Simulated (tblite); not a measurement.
# C7H14SSi: the cost of one run

The runs use tblite 0.8.0 and PySCF 2.14.0, with density-fitted response routines of our own; the level of theory stands in each step. All values are computed, except where a source is named. Atoms are numbered from 0 throughout.

**1. The starting structure**

23 atoms, charge 0, multiplicity 1; geometry from: force field or distance geometry start.

Bonds of the start (Å): Si0–S1 2.16, S1–C2 1.76, C2–C3 1.53, C3–C4 1.54, C4–C5 1.52, C5–C6 1.53, C6–C7 1.50, C7–C8 1.50, C7–C2 1.52, C8–C2 1.52, Si0–H9 1.49, Si0–H10 1.47, Si0–H11 1.49, C3–H12 1.09, C3–H13 1.09, C4–H14 1.10, C4–H15 1.09, C5–H16 1.10, C5–H17 1.09, C6–H18 1.10, C6–H19 1.10, C7–H20 1.08, C8–H21 1.09, C8–H22 1.09.

**2. Relaxing the molecule with GFN2-xTB**

Job settings and geometry (Å):

```
{"job": {"kind": "relax", "xc": "GFN2-xTB", "basis": "xTB"}, "charge": 0, "multiplicity": 1}
Si     2.991100    -1.100800    -0.791900
S      2.243200     0.925200    -0.935200
C      0.552600     0.827500    -0.473700
C     -0.375500     0.373400    -1.604700
C     -1.756300    -0.084600    -1.106000
C     -1.644200    -0.994400     0.101000
C     -1.070500    -0.236600     1.298500
C      0.177900     0.534000     0.971100
C      0.049100     1.930900     0.436800
H      2.809600    -1.582900     0.607300
H      4.415000    -1.124200    -1.169500
H      2.196800    -1.961500    -1.713000
H      0.074300    -0.479500    -2.115600
H     -0.489600     1.168000    -2.336900
H     -2.376000     0.797500    -0.864000
H     -2.270100    -0.609300    -1.914100
H     -0.993200    -1.844600    -0.134500
H     -2.625400    -1.403700     0.362600
H     -0.851100    -0.955200     2.106200
H     -1.823400     0.446600     1.709400
H      0.951500     0.368300     1.702900
H      0.746500     2.677600     0.804500
H     -0.936900     2.355300     0.275900
```

The run is started by

```bash
$ OMP_NUM_THREADS=1 python probes_run.py task.json out
```

One launch serves the whole session: the jobs run in the order shown.

**Question.** How long does this first job take on 1 thread of Arm Neoverse N1, shared host?

About 1 s.
